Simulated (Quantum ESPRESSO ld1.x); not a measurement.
# Xe⁴⁺ in [Kr] 4d10 5s2 5p2: an all-electron calculation

Aim: the levels, the sizes of the orbitals and the parts of the energy of the xenon ion Xe4+.

The numbers are computed with Quantum ESPRESSO ld1.x 7.5 (scalar-relativistic Kohn-Sham, PBE, spin-unpolarised, spherical densities, point nucleus), except any that are marked as measured or tabulated.

## 1. Starting point

```
element       : xenon (Z = 54)
charge        : +4
electrons     : 50
configuration : [Kr] 4d10 5s2 5p2
```

Outer shells as boxes (Hund's rule):

Xe⁴⁺
```
[Kr] core
4d [↑↓][↑↓][↑↓][↑↓][↑↓]
5s [↑↓]
5p [↑ ][↑ ][  ]
```

## 2. The run

The input, ld1.in:

```fortran
 &input
    atom='Xe',
    iswitch=1,
    rel=1,
    dft='PBE',
    config='[Kr] 4d10 5s2 5p2 6s0 4f0 5d0 6p0',
    verbosity='high',
    prefix='ld1',
    max_out_wfc=37,
    file_charge='ld1.rho',
 /
```

**Question.** What will this run give?

As calculated:

```
                        quantity                value
                    total energy    -7443.322 hartree
exchange-correlation share of it               2.49 %
                            −T/E               1.0517
          highest occupied level       5p, -47.806 eV
    most extended occupied level  5p, <r> = 1.94 bohr
 radius at density 0.001 e/bohr³            3.43 bohr
    maxima of the radial density                    4
         ionisation energy, NIST  54.1 (semi-emp.) eV
```

What this shows: The radial density shows 4 maxima for 5 occupied principal shells; where shells overlap, one shows as a shoulder or not at all. −T/E is 1.052: with relativity the kinetic term as defined here no longer equals −E. The top level binds by 47.806 eV, 88 % of the NIST ionisation energy of 54.1 eV; the potential of a semilocal functional falls off too fast, so its top eigenvalue is too shallow. Spin polarisation and multiplet splitting are left out. Spin-orbit splitting is averaged out at the scalar-relativistic level.
